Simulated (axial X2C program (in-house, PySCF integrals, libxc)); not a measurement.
# CaN⁺: from the state search to constants

Aim: find the lowest determinant of CaN⁺, scan the bond at several levels and fit the constants, once spin-free and once with spin–orbit coupling.

Computed with an in-house X2C program for linear molecules on PySCF integrals. Level: all-electron X2C, Ca dyall-cv3z, N dyall-av3z.

All values are calculated.

### Step 1. Set-up

task.json

```json
{"zs": [20, 7], "q": 1, "bas": ["dyall-cv3z", "dyall-av3z"], "levels": ["PBE0", "HF", "TPSSh"], "cc": true, "r0": 2.07, "thr": -2.0, "nmax": 90, "npts": 10, "nst": 2, "ntry": 6}
```

Keys: zs atomic numbers; q charge; bas basis sets; levels methods (HF also brings MP2); cc coupled cluster on or off; r0 starting distance in Å; thr threshold in hartree for freezing inner shells (an s shell follows its p shell); nmax most natural virtual spinors; npts points asked for on the curve; nst determinants followed; ntry starts of the search.

Command:

```console
python so2c.py task.json out
```

Spin-free means the one-electron spin-free X2C Hamiltonian; two-component (2c) means X2C with spin–orbit coupling and atomic mean-field two-electron Coulomb and Gaunt terms. Basis: Ca dyall-cv3z contracted to [11s12p6d4f], N dyall-av3z contracted to [7s7p3d2f]; Gaussian nuclei, density fitting. Masses: Ca 39.963 u, N 14.003 u.

Notation: σ, π±, δ± give the projection m of an orbital's angular momentum (0, ±1, ±2), α and β its spin, Λ and M_S the sums; ω is the projection of a spinor's total angular momentum and Ω the sum. Logs are in hartree.

The results follow Hamiltonian by Hamiltonian and level by level.

### Step 2. State search with PBE0

PBE0 moves the distance from 2.070 Å to 2.141 Å and compares determinants there.

Spin-free determinants:

| ΔE (eV) | state | open shells |
| --- | --- | --- |
| 0.00 | M_S = 1, Λ = 0 | beyond closed shells: π+α, π-α |
| 0.42 | M_S = 1, Λ = 1 | beyond closed shells: σα, π+α, π+β, π-α |
| 0.95 | M_S = 0, Λ = 1 | beyond closed shells: σβ, π+α, π+β, π-α |
| 1.49 | M_S = 0, Λ = 2 | beyond closed shells: π+α, π+β |
| 1.49 | M_S = 0, Λ = 0 | beyond closed shells: π+β, π-α |
| 2.19 | M_S = 2, Λ = 0 | beyond closed shells: 2 × σα, π+α, π-α |
| 3.39 | M_S = 0, Λ = 0 | beyond closed shells: 2 × σβ, π+α, π-α |

Two-component determinants:

```json
{"ΔE (eV)": "0.00", "state": "Ω = 1", "open shells": "excess of +ω over −ω: ω = -1/2, ω = 3/2"}
{"ΔE (eV)": "0.41", "state": "Ω = 2", "open shells": "excess of +ω over −ω: ω = 1/2, ω = 3/2"}
{"ΔE (eV)": "0.95", "state": "Ω = 1", "open shells": "excess of +ω over −ω: 2 × ω = 1/2"}
{"ΔE (eV)": "1.48", "state": "Ω = 0", "open shells": "closed shell"}
{"ΔE (eV)": "1.50", "state": "Ω = 0", "open shells": "closed shell"}
{"ΔE (eV)": "3.39", "state": "Ω = 0", "open shells": "excess of +ω over −ω: 3 × ω = 1/2, ω = -3/2"}
{"ΔE (eV)": "3.75", "state": "Ω = 4", "open shells": "excess of +ω over −ω: ω = 3/2, ω = 5/2"}
```

### Step 3. PBE0, spin-free

State followed: M_S = 1, Λ = 0 (beyond closed shells: π+α, π-α). The scan is laid around 2.141 Å, a first estimate of the minimum, and this SCF restarts from the orbitals of the search.

Output at 2.141 Å:

```text
spin-free X2C-1e  PBE0
basis functions 162  fitting functions 632  grid points 5080
iter        total energy     max residual
   1       -734.702804098     3.47e-06
   2       -734.702804099     2.97e-06
converged
one-electron -1069.28122004  Coulomb 342.82072496  exact exchange -10.49773387  xc functional -32.34747545  nuclear repulsion 34.60290029
```

Along the bond, energies from the lowest point:

```tsv
R (Å)	E (eV)	μ (D)	HOMO (eV)	LUMO (eV)	iterations
1.863	0.6323	-6.37	-11.31	-8.03	11
1.948	0.2651	-6.84	-11.12	-7.69	11
2.013	0.1060	-7.15	-11.00	-7.47	12
2.077	0.0232	-7.43	-10.87	-7.29	12
2.141	0.0000	-7.67	-10.75	-7.24	2
2.216	0.0297	-7.90	-10.62	-7.32	12
2.291	0.1039	-8.07	-10.50	-7.40	13
2.387	0.2416	-8.17	-10.35	-7.49	13
2.505	0.4428	-8.04	-10.20	-7.57	13
2.676	0.7368	-7.38	-10.07	-7.61	15
```

Dipoles are positive if N is the positive end and refer to the centre of mass.

Outer orbitals at the reference distance:

| symmetry | occupied | ε (eV) | atomic character |
| --- | --- | --- | --- |
| σα | yes | -25.05 | 78% N s, 8% Ca p, 7% Ca d |
| σβ | yes | -21.33 | 76% N s, 8% Ca d, 8% Ca p |
| π-α | yes | -13.06 | 87% N p, 8% Ca d, 3% Ca f |
| π+α | yes | -13.06 | 87% N p, 8% Ca d, 3% Ca f |
| σα | yes | -11.90 | 82% N p, 10% Ca d, 4% Ca s |
| σβ | yes | -10.75 | 77% N p, 12% Ca d, 6% Ca s |
| σα | no | -7.24 | 65% Ca s, 11% Ca p, 10% Ca d |
| σβ | no | -7.22 | 62% Ca s, 14% Ca p, 10% Ca d |
| π+β | no | -7.13 | 57% N p, 37% Ca d, 3% Ca p |
| π-β | no | -7.13 | 57% N p, 37% Ca d, 3% Ca p |

PBE0 fields in the half plane through the axis: z from -2.4 to 4.5 Å across, distance from the axis 0.15 to 2.25 Å upwards; Ca lies at z = 0 and N at z = 2.141 Å; the ELF is damped to zero where the density is low.

log10 density (e/bohr³). Ten even steps from '0' (-5.20 ) to '9' (1.38 ):
```
000011111112222222111000
001111112222333332221100
111222233333333333322110
112233344444444444433211
122334555554555555443221
223345666665556665544321
223455677766666776554322
233456789876667877654332
```

ELF. Ten even steps from ' ' (0.00 ) to '@' (0.95 ):
```
                                                
                        ....                    
                        ::::::........          
              ....      --==========--::..      
            ::++**==    ==******####**++==..    
    ......--**%%@@%%==..++%%%%%%%%@@%%##**--    
  ..::..--**%%%%**%%##::++@@%%**%%@@@@@@##++..  
  ::::::++%%@@..%%..%%--**@@**%%::@@@@@@%%**::  
```

Re = 2.139 Å, ωe = 540 cm⁻¹, ωexe = 3.46 cm⁻¹, Be = 0.3554 cm⁻¹, De = 1.69 eV, μ = -7.66 D.

### Step 4. HF, spin-free

Output at 2.141 Å:

```text
spin-free X2C-1e  HF
basis functions 162  fitting functions 632  grid points 5080
iter        total energy     max residual
   1       -733.848530260     1.35e-01
   2       -733.867001440     6.41e-03
   3       -733.868194032     2.74e-03
   4       -733.868369891     1.42e-03
   5       -733.868415867     5.71e-04
   6       -733.868425063     3.46e-04
   7       -733.868428844     1.75e-04
   8       -733.868430950     6.82e-05
   9       -733.868431529     3.96e-05
  10       -733.868431587     1.40e-05
  11       -733.868431593     5.39e-06
  12       -733.868431594     1.30e-06
converged
one-electron -1068.75772472  Coulomb 342.33744864  exact exchange -42.05105581  xc functional 0.00000000  nuclear repulsion 34.60290029
```

No constants are quoted: the solution changes its character somewhere along the scan, so the fit is set aside.

### Step 5. TPSSh, spin-free

The SCF at the reference distance of 2.141 Å:

```text
spin-free X2C-1e  TPSSh
basis functions 162  fitting functions 632  grid points 5080
iter        total energy     max residual
   1       -734.966325401     1.99e-02
   2       -734.967064418     2.03e-03
   3       -734.966885358     3.73e-03
   4       -734.967147686     3.96e-04
   5       -734.967150953     1.70e-04
   6       -734.967151646     4.92e-05
   7       -734.967151753     1.54e-05
   8       -734.967151761     4.71e-06
   9       -734.967151761     7.92e-07
converged
one-electron -1069.37677597  Coulomb 342.92543837  exact exchange -4.19964144  xc functional -38.91907301  nuclear repulsion 34.60290029
```

Re = 2.145 Å, ωe = 542 cm⁻¹, ωexe = 3.13 cm⁻¹, Be = 0.3533 cm⁻¹, De = 2.01 eV, μ = -7.52 D.

### Step 6. MP2 and beyond, spin-free

Correlated methods: 14 electrons correlated (frozen shells, counted by type: Ca 2 s, 1 p; N 1 s), 252 virtual spinors in MP2, 90 natural virtuals in coupled cluster.

Output of the correlated part at 2.141 Å:

```text
correlated 14  virtual 252  natural virtual 90  E(MP2) -0.399245373  MP2 remainder -0.019540422
iter   CCSD correlation   residual
   1     -0.406135046   9.34e-02
   2     -0.413173974   3.80e-02
   3     -0.415568790   1.69e-02
   4     -0.415534129   6.10e-03
   5     -0.415552813   2.29e-03
   6     -0.415573769   1.04e-03
   7     -0.415572562   3.93e-04
   8     -0.415575987   1.59e-04
   9     -0.415574231   5.99e-05
  10     -0.415573656   2.03e-05
  11     -0.415573371   8.85e-06
  12     -0.415573354   3.69e-06
(T) -0.012607629  T1 0.0184  D1 0.0370  max T2 0.054
```

T1 in the output is the amplitude norm over the root of the electron number; divide by √2 for the Lee–Taylor value.

MP2: No constants are quoted: the reference changes its character somewhere along the scan, so the fit is set aside.

CCSD: No constants are quoted: the reference changes its character somewhere along the scan, so the fit is set aside.

CCSD(T): No constants are quoted: the reference changes its character somewhere along the scan, so the fit is set aside.

### Step 7. A higher determinant, spin-free

State: M_S = 1, Λ = 1 (beyond closed shells: σα, π+α, π+β, π-α).

Output at the reference distance:

```text
spin-free X2C-1e  PBE0
basis functions 162  fitting functions 632  grid points 5080
iter        total energy     max residual
   1       -734.687411873     6.28e-06
   2       -734.687411875     4.39e-06
converged
one-electron -1068.99278382  Coulomb 342.50796409  exact exchange -10.48891487  xc functional -32.31657757  nuclear repulsion 34.60290029
```

```tsv
R (Å)	E above the lowest PBE0 point (eV)
1.863	0.438
1.948	0.292
2.013	0.278
2.077	0.325
2.141	0.419
2.216	0.571
2.291	0.754
2.387	1.016
2.505	1.347
```

Re = 1.993 Å, ωe = 648 cm⁻¹, ωexe = 3.15 cm⁻¹, Be = 0.4092 cm⁻¹, μ = -7.00 D. Te = 0.28 eV.

### Step 8. The spin-free curves together

Energy (eV) of the followed determinant, spin-free, from each level's lowest point:

```tsv
R (Å)	PBE0	HF (jumps)	MP2 (its reference jumps)	CCSD (its reference jumps)	CCSD(T) (its reference jumps)	TPSSh
1.863	0.632	0.925	0.761	n/a	n/a	0.671
1.948	0.265	0.450	0.348	0.385	0.385	0.287
2.013	0.106	0.224	0.158	0.184	0.186	0.119
2.077	0.023	0.085	0.048	0.064	0.066	0.029
2.141	0.000	0.016	0.000	0.007	0.008	0.000
2.216	0.030	0.000	0.003	0.000	0.000	0.025
2.291	0.104	0.033	0.057	0.040	0.037	0.098
2.387	0.242	n/a	n/a	n/a	n/a	0.237
2.505	0.443	n/a	n/a	n/a	n/a	0.449
2.676	0.737	0.957	1.418	n/a	n/a	0.783
```

### Step 9. PBE0, 2c

State followed: Ω = 1 (excess of +ω over −ω: ω = -1/2, ω = 3/2). The scan is laid around 2.141 Å, a first estimate of the minimum, and this SCF restarts from the orbitals of the search.

The SCF at the reference distance of 2.141 Å:

```text
two-component X2C + atomic mean field  PBE0
basis functions 162  fitting functions 632  grid points 5080
iter        total energy     max residual
   1       -734.565555247     8.88e-05
   2       -734.565554954     1.53e-04
   3       -734.565555407     9.01e-06
   4       -734.565555409     6.88e-06
   5       -734.565555411     3.02e-06
   6       -734.565555412     1.95e-07
converged
one-electron -1068.92634148  Coulomb 342.73182264  exact exchange -10.49511908  xc functional -32.33939948  nuclear repulsion 34.60290029  atomic mean-field constant -0.13941831
```

Along the bond, energies from the lowest point:

```tsv
R (Å)	E (eV)	μ (D)	HOMO (eV)	LUMO (eV)	iterations
1.863	0.6318	-6.36	-11.31	-8.04	11
1.948	0.2648	-6.83	-11.13	-7.70	11
2.013	0.1058	-7.15	-11.00	-7.48	11
2.077	0.0231	-7.42	-10.87	-7.29	12
2.141	0.0000	-7.66	-10.76	-7.24	6
2.216	0.0298	-7.90	-10.63	-7.32	12
2.291	0.1041	-8.06	-10.50	-7.40	13
2.387	0.2420	-8.16	-10.35	-7.49	13
2.505	0.4434	-8.04	-10.20	-7.57	13
2.676	0.7377	-7.38	-10.07	-7.61	15
```

Dipoles are positive if N is the positive end and refer to the centre of mass.

Outer spinors at the reference distance:

```csv
ω,occupied,ε (eV),atomic character,λ mixture
1/2,yes,-25.06,"78% N s, 8% Ca p, 7% Ca d",100% σ
-1/2,yes,-21.33,"76% N s, 8% Ca d, 8% Ca p",100% σ
-1/2,yes,-13.07,"87% N p, 8% Ca d, 3% Ca f",100% π
3/2,yes,-13.05,"87% N p, 8% Ca d, 3% Ca f",100% π
1/2,yes,-11.90,"82% N p, 10% Ca d, 4% Ca s",100% σ
-1/2,yes,-10.76,"77% N p, 12% Ca d, 6% Ca s",100% σ
1/2,no,-7.24,"65% Ca s, 11% Ca p, 10% Ca d",100% σ
-1/2,no,-7.22,"62% Ca s, 14% Ca p, 10% Ca d",100% σ
1/2,no,-7.13,"57% N p, 37% Ca d, 3% Ca p",100% π
-3/2,no,-7.13,"57% N p, 37% Ca d, 3% Ca p",100% π
```

PBE0 fields in the half plane through the axis: z from -2.4 to 4.5 Å across, distance from the axis 0.15 to 2.25 Å upwards; Ca lies at z = 0 and N at z = 2.141 Å; the ELF is damped to zero where the density is low.

log10 density (e/bohr³). Ten even steps from '0' (-5.20 ) to '9' (1.38 ):
```
000011111112222222111000
001111112222333332221100
111222233333333333322110
112233344444444444433211
122334555554555555443221
223345666665556665544321
223455677766666776554322
233456789876667877654332
```

ELF. Ten even steps from '0' (0.00 ) to '9' (0.95 ):
```
000000000000000000000000
000000000000110000000000
000000000000222111100000
000000011000344444321000
000000256400466677654100
001113689841588889876300
012136886872598689997510
022258918183696829998620
```

Re = 2.138 Å, ωe = 540 cm⁻¹, ωexe = 3.46 cm⁻¹, Be = 0.3555 cm⁻¹, De = 1.69 eV, μ = -7.66 D.

### Step 10. HF, 2c

The SCF at the reference distance of 2.141 Å:

```text
two-component X2C + atomic mean field  HF
basis functions 162  fitting functions 632  grid points 5080
iter        total energy     max residual
   1       -733.711513162     1.35e-01
   2       -733.729991252     6.41e-03
   3       -733.731185547     2.74e-03
   4       -733.731361826     1.42e-03
   5       -733.731407943     5.72e-04
   6       -733.731417179     3.47e-04
   7       -733.731420980     1.75e-04
   8       -733.731423094     6.83e-05
   9       -733.731423678     3.97e-05
  10       -733.731423739     1.40e-05
  11       -733.731423746     7.58e-06
  12       -733.731423748     6.80e-06
  13       -733.731423749     6.01e-06
  14       -733.731423751     4.89e-06
  15       -733.731423753     2.20e-06
converged
one-electron -1068.40210701  Coulomb 342.24779416  exact exchange -42.04059289  xc functional 0.00000000  nuclear repulsion 34.60290029  atomic mean-field constant -0.13941831
```

No constants are quoted: the solution changes its character somewhere along the scan, so the fit is set aside.

### Step 11. TPSSh, 2c

The SCF at the reference distance of 2.141 Å:

```text
two-component X2C + atomic mean field  TPSSh
basis functions 162  fitting functions 632  grid points 5080
iter        total energy     max residual
   1       -734.829048596     2.00e-02
   2       -734.829788316     2.03e-03
   3       -734.829609186     3.74e-03
   4       -734.829871635     3.98e-04
   5       -734.829874927     1.70e-04
   6       -734.829875622     4.93e-05
   7       -734.829875729     1.54e-05
   8       -734.829875737     4.69e-06
   9       -734.829875737     7.96e-07
converged
one-electron -1069.02218308  Coulomb 342.83684818  exact exchange -4.19859784  xc functional -38.90942499  nuclear repulsion 34.60290029  atomic mean-field constant -0.13941831
```

Re = 2.145 Å, ωe = 542 cm⁻¹, ωexe = 3.12 cm⁻¹, Be = 0.3534 cm⁻¹, De = 2.01 eV, μ = -7.51 D.

### Step 12. MP2 and beyond, 2c

Correlated methods: 14 electrons correlated (frozen shells, counted by type: Ca 2 s, 1 p; N 1 s), 252 virtual spinors in MP2, 90 natural virtuals in coupled cluster.

Output of the correlated part at 2.141 Å:

```text
correlated 14  virtual 252  natural virtual 90  E(MP2) -0.399350949  MP2 remainder -0.019535926
iter   CCSD correlation   residual
   1     -0.406240661   9.35e-02
   2     -0.413281001   3.81e-02
   3     -0.415679921   1.69e-02
   4     -0.415645310   6.10e-03
   5     -0.415664048   2.30e-03
   6     -0.415685042   1.04e-03
   7     -0.415683831   3.93e-04
   8     -0.415687266   1.60e-04
   9     -0.415685507   6.04e-05
  10     -0.415684931   2.11e-05
  11     -0.415684641   9.87e-06
  12     -0.415684626   5.05e-06
(T) -0.012621535  T1 0.0184  D1 0.0371  max T2 0.054
```

MP2: No constants are quoted: the reference changes its character somewhere along the scan, so the fit is set aside.

CCSD: No constants are quoted: the reference changes its character somewhere along the scan, so the fit is set aside.

CCSD(T): No constants are quoted: the reference changes its character somewhere along the scan, so the fit is set aside.

### Step 13. A higher determinant, 2c

State: Ω = 2 (excess of +ω over −ω: ω = 1/2, ω = 3/2).

Output at the reference distance:

```text
two-component X2C + atomic mean field  PBE0
basis functions 162  fitting functions 632  grid points 5080
iter        total energy     max residual
   1       -734.550311733     9.29e-06
   2       -734.550311737     6.16e-06
   3       -734.550311738     4.44e-06
converged
one-electron -1068.63796528  Coulomb 342.41895388  exact exchange -10.48628955  xc functional -32.30849276  nuclear repulsion 34.60290029  atomic mean-field constant -0.13941831
```

```tsv
R (Å)	E above the lowest PBE0 point (eV)
1.863	0.432
1.948	0.288
2.013	0.274
2.077	0.321
2.141	0.415
2.216	0.567
2.291	0.751
2.387	1.013
2.505	1.344
```

Re = 1.993 Å, ωe = 648 cm⁻¹, ωexe = 3.15 cm⁻¹, Be = 0.4093 cm⁻¹, μ = -7.00 D. Te = 0.27 eV.

### Step 14. The 2c curves together

Energy (eV) of the followed determinant, 2c, from each level's lowest point:

```tsv
R (Å)	PBE0	HF (jumps)	MP2 (its reference jumps)	CCSD (its reference jumps)	CCSD(T) (its reference jumps)	TPSSh
1.863	0.632	0.925	0.761	n/a	n/a	0.670
1.948	0.265	0.450	0.348	0.385	0.385	0.287
2.013	0.106	0.224	0.158	0.184	0.186	0.119
2.077	0.023	0.085	0.048	0.064	0.066	0.029
2.141	0.000	0.016	0.000	0.007	0.008	0.000
2.216	0.030	0.000	0.003	0.000	0.000	0.026
2.291	0.104	0.033	0.057	0.041	0.038	0.098
2.387	0.242	n/a	n/a	n/a	n/a	0.237
2.505	0.443	n/a	n/a	n/a	n/a	0.449
2.676	0.738	0.957	1.420	n/a	n/a	0.783
```

The whole job took 2.9 min on 1 thread of Intel Xeon 6975P-C (Granite Rapids), shared host.

### Step 15. Constants

Lowest determinant that the search found at its distance, spin-free: M_S = 1, Λ = 0 (beyond closed shells: π+α, π-α).

Lowest determinant that the search found at its distance, 2c: Ω = 1 (excess of +ω over −ω: ω = -1/2, ω = 3/2).

```tsv
Hamiltonian	level	Re (Å)	ωe (cm⁻¹)	De (eV)	μ (D)
spin-free	PBE0	2.139	540	1.69	-7.66
spin-free	TPSSh	2.145	542	2.01	-7.52
2c	PBE0	2.138	540	1.69	-7.66
2c	TPSSh	2.145	542	2.01	-7.51
```

Dipoles are positive if N is the positive end and refer to the centre of mass. No constants: spin-free HF (the solution changes its character somewhere along the scan, so the fit is set aside); spin-free MP2 (the reference changes its character somewhere along the scan, so the fit is set aside); spin-free CCSD (the reference changes its character somewhere along the scan, so the fit is set aside); spin-free CCSD(T) (the reference changes its character somewhere along the scan, so the fit is set aside); 2c HF (the solution changes its character somewhere along the scan, so the fit is set aside); 2c MP2 (the reference changes its character somewhere along the scan, so the fit is set aside); 2c CCSD (the reference changes its character somewhere along the scan, so the fit is set aside); 2c CCSD(T) (the reference changes its character somewhere along the scan, so the fit is set aside).

Time per point (s) on 1 thread of Intel Xeon 6975P-C (Granite Rapids), shared host (2c runs); the times are rough: PBE0 0.52, TPSSh 0.87.

**Reading.** At PBE0, going from spin-free to two-component changes Re by 0 mÅ, ωe by 0.0 %; the spin-free picture holds up (part of it comes from the scalar share of the two-electron terms). De moves by 0.00 eV; both De rest on single-determinant atoms, which can miss part of an open shell's spin–orbit lowering.

De refers to Ca+ + N, each in the lowest determinant found, which need not be this curve's own limit. Each curve is one determinant whose occupation by symmetry is held fixed; it was picked as the lowest of a PBE0 search that is not exhaustive. Dissociation energies refer to the lowest single-determinant-based atoms at the same level and basis. Density functionals use the spin component along the axis (collinear). The meta-GGAs lack a current-density term, which matters for open shells with orbital currents, atoms included. With several unpaired electrons one determinant need not be a pure state. The spin-free determinant is spin-contaminated at some levels.
